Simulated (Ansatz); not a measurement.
# SnHBrClF: how energies converge with the basis set

How large a basis does SnHBrClF need? Two functionals are run in growing sets.

Program: Ansatz 0.2.0, Gaussian basis. Level of theory: one geometry, several basis sets. These are calculated values, not measurements.

The runs, in order: PBE0-D4/def2-SVP; ωB97M-V/def2-SVP; PBE0-D4/def2-QZVPP; ωB97M-V/def2-QZVPP; the functionals' def2-TZVPP values are taken from earlier runs.

## Step 1: The relaxed structure

The geometry comes from an earlier relaxation with PBE0-D4/def2-TZVP; it is a stationary point. Sn takes the def2 core potential; no spin-orbit term is included.

SMILES `[F][SnH]([Cl])[Br]`, 5 atoms, charge 0, spin multiplicity 1.

Atoms are counted from 1 here; the program's logs count them from 0.

Bond lengths: F1–Sn2 1.903 Å, Sn2–Cl3 2.295 Å, Sn2–Br4 2.440 Å, Sn2–H5 1.691 Å. Angles: F1–Sn2–Cl3 105.1°, F1–Sn2–Br4 106.0°, F1–Sn2–H5 108.6°, Cl3–Sn2–Br4 109.3°, Cl3–Sn2–H5 112.8°, Br4–Sn2–H5 114.4°.

## Step 2: PBE0-D4 in def2-SVP

Input file in.yaml:

```yaml
crystal:
  periodic: [false, false, false]
  atoms:
    - {symbol: F, position_ang: [-1.717480, -0.763199, -0.190237]}
    - {symbol: Sn, position_ang: [0.061027, -0.087669, -0.149524]}
    - {symbol: Cl, position_ang: [0.995455, -0.977364, 1.748925]}
    - {symbol: Br, position_ang: [-0.144653, 2.329220, 0.110312]}
    - {symbol: H, position_ang: [0.855551, -0.574586, -1.560876]}
basis:
  gaussian: {orbitals: def2-SVP}
hamiltonian: {xc: pbe0, dispersion: d4}
output: {orbitals: {seedname: orbitals}}
```

The run is started by

```
> ansatz run in.yaml --threads 4 --pin off --events-out ev --progress --plain --max-ram 10444MiB
```

After this run come: ωB97M-V in def2-SVP; PBE0-D4 in def2-QZVPP; ωB97M-V in def2-QZVPP.

Q: Predict the results of all the runs planned. Wanted: PBE0-D4: double and triple zeta above quadruple; ωB97M-V: double and triple zeta above quadruple.

As calculated:

| quantity | value |
| --- | --- |
| PBE0-D4: double and triple zeta above quadruple | 18.79, 2.04 eV |
| ωB97M-V: double and triple zeta above quadruple | 18.70, 1.96 eV |

In words: For PBE0-D4 the step from double to triple zeta gains 16.75 eV and the next only 2.04 eV. These are total energies; as a rule much of such shifts cancels in differences, which this series doesn't test.
